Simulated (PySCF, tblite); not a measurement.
# C₂H₉FO₂Si₂: geometry, infrared bands and NMR shifts

Aim: predict the infrared bands and NMR shifts of C₂H₉FO₂Si₂ (`O[SiH](O)[C@H]([SiH3])CF`).

Computed with tblite 0.8.0 and PySCF 2.14.0, with density-fitted response routines of our own, on a single molecule in the gas phase. Atoms are numbered from 0 throughout.

### Step 1. The molecule as given

16 atoms, charge 0, multiplicity 1; geometry from: force field or distance geometry start.

Bonds of the start (Å): O0–Si1 1.71, Si1–O2 1.73, Si1–C3 1.85, C3–Si4 1.85, C3–C5 1.52, C5–F6 1.39, O0–H7 1.01, Si1–H8 1.46, O2–H9 0.99, C3–H10 1.12, Si4–H11 1.48, Si4–H12 1.47, Si4–H13 1.45, C5–H14 1.09, C5–H15 1.11.

### Step 2. Geometry optimisation with GFN2-xTB

What the job is given:

```
{"job": {"kind": "relax", "xc": "GFN2-xTB", "basis": "xTB"}, "charge": 0, "multiplicity": 1}
O      1.648300     0.685500    -1.634500
Si     0.666300    -0.622100    -1.133800
O      1.576300    -1.727900    -0.163900
C     -0.767300     0.065900    -0.189200
Si    -0.236200     1.591200     0.711100
C     -1.415900    -0.972200     0.717600
F     -0.446900    -1.397700     1.612000
H      2.471300     0.786800    -1.063900
H      0.166400    -1.384300    -2.272300
H      2.291900    -1.192800     0.268800
H     -1.540700     0.363500    -0.942300
H     -1.431100     2.321600     1.181900
H      0.385900     2.473300    -0.289600
H      0.692600     1.352600     1.803700
H     -1.802600    -1.768000     0.073500
H     -2.265900    -0.566500     1.309500
```

Run with:

```bash
> OMP_NUM_THREADS=1 python probes_run.py task.json out
```

This one command runs all jobs of the session in turn.

**Question.** This job is followed by: GFN2-xTB harmonic vibrations, gas phase; GIAO PBE0/pcSseg-1 NMR shielding, non-relativistic, gas phase. What will the session give for the following? strongest single infrared mode (GFN2-xTB); zero-point energy (GFN2-xTB); 13C shifts against TMS (PBE0/pcSseg-1); 1H shifts against TMS (PBE0/pcSseg-1, means over atoms taken as alike); 17O shifts against H2O (PBE0/pcSseg-1); 29Si shifts against TMS (PBE0/pcSseg-1); 19F shifts against CFCl3 (PBE0/pcSseg-1).

As calculated:

| quantity | value |
| --- | --- |
| strongest single infrared mode (GFN2-xTB) | 2205 cm⁻¹, 390 km/mol |
| zero-point energy (GFN2-xTB) | 67.2 kcal/mol |
| 13C shifts against TMS (PBE0/pcSseg-1) | 87.2, 17.2 ppm |
| 1H shifts against TMS (PBE0/pcSseg-1, means over atoms taken as alike) | 5.44, 5.26, 5.04, 4.11, 1.89, 1.86, 0.18 ppm |
| 17O shifts against H2O (PBE0/pcSseg-1) | 56.4, 45.8 ppm |
| 29Si shifts against TMS (PBE0/pcSseg-1) | -17.2, -72.0 ppm |
| 19F shifts against CFCl3 (PBE0/pcSseg-1) | -242.8 ppm |

**Reading.** The optimisation took 138 steps and gained 0.921 eV; among the close pairs (by a distance rule), Si1–O2 changed most, from 1.730 to 1.626 Å. No mode is imaginary among the 42: a minimum at this level. The strongest single mode, at 2205 cm⁻¹, moves mainly H11. Unscaled tight-binding wavenumbers are off by several per cent, some by more. Its intensities can rank the bands wrongly. C5 (sp3 CH2 bonded to F) lies farthest downfield among carbon, at 87.2 ppm; pulled downfield by the heteroatom. At PBE0/pcSseg-1: Shielding is most anisotropic at C5 (span 100 ppm, paramagnetic term -143 ppm).
